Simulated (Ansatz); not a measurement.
# BBrHO radical: how energies converge with the basis set

An exercise on one series of results from a longer session: the logs are not shown, and one member is left open.

Program: Ansatz 0.2.0, Gaussian basis. Level of theory: one geometry, several basis sets. These are calculated values, not measurements.

Levels to be run: PBE0-D4/def2-SVP; ωB97M-V/def2-SVP; PBE0-D4/def2-QZVPP; ωB97M-V/def2-QZVPP; the functionals' def2-TZVPP values are taken from earlier runs.

### The geometry

An earlier PBE0-D4 in a triple-zeta def2 set relaxation fixed the geometry.

SMILES `O[B]Br`, 4 atoms, charge 0, spin multiplicity 2.

Atoms are counted from 1 here; the program's logs count them from 0.

Bond lengths: O1–B2 1.331 Å, O1–H4 0.962 Å, B2–Br3 1.907 Å. Angles: B2–O1–H4 113.8°, O1–B2–Br3 122.3°.

Geometry (Å):

```
O     0.18577    0.61427   -0.53895
B    -0.34245   -0.24556    0.32882
Br    0.61591   -1.76443    0.96952
H    -0.40364    1.33533   -0.77969
```

Set-up of the first run:

in.yaml reads:

```yaml
crystal:
  periodic: [false, false, false]
  atoms:
    - {symbol: O, position_ang: [0.185775, 0.614267, -0.538945]}
    - {symbol: B, position_ang: [-0.342449, -0.245561, 0.328816]}
    - {symbol: Br, position_ang: [0.615915, -1.764433, 0.969517]}
    - {symbol: H, position_ang: [-0.403641, 1.335327, -0.779688]}
basis:
  gaussian: {orbitals: def2-SVP}
magnetization: {spin_polarized: true, initial_magnetization: 1}
hamiltonian: {xc: pbe0, dispersion: d4}
output: {orbitals: {seedname: orbitals}}
```

Run with:

```console
$ ansatz run in.yaml --threads 2 --pin off --events-out ev --progress --plain --max-ram 22528MiB --backend cpu
```

Among the steps run: PBE0-D4 in def2-SVP; ωB97M-V in def2-SVP; PBE0-D4 in def2-QZVPP; ωB97M-V in def2-QZVPP.

One of the session's tables, all rows but one given; the rest of the session is left out.

It belongs to the step «Density functionals: the series». 

```
functional       basis  HOMO (eV)  LUMO (eV)
   PBE0-D4    def2-SVP      -6.00      -1.57
   PBE0-D4  def2-TZVPP          ?          ?
   PBE0-D4  def2-QZVPP      -6.16      -1.82
   ωB97M-V    def2-SVP      -7.81       0.06
   ωB97M-V  def2-TZVPP      -7.99      -0.35
   ωB97M-V  def2-QZVPP      -8.01      -0.37
```

Estimate the missing values for PBE0-D4, def2-TZVPP.

**Answer.** HOMO (eV): -6.14; LUMO (eV): -1.80. In the column «HOMO (eV)» it lies between PBE0-D4, def2-QZVPP (-6.16) and PBE0-D4, def2-SVP (-6.00).
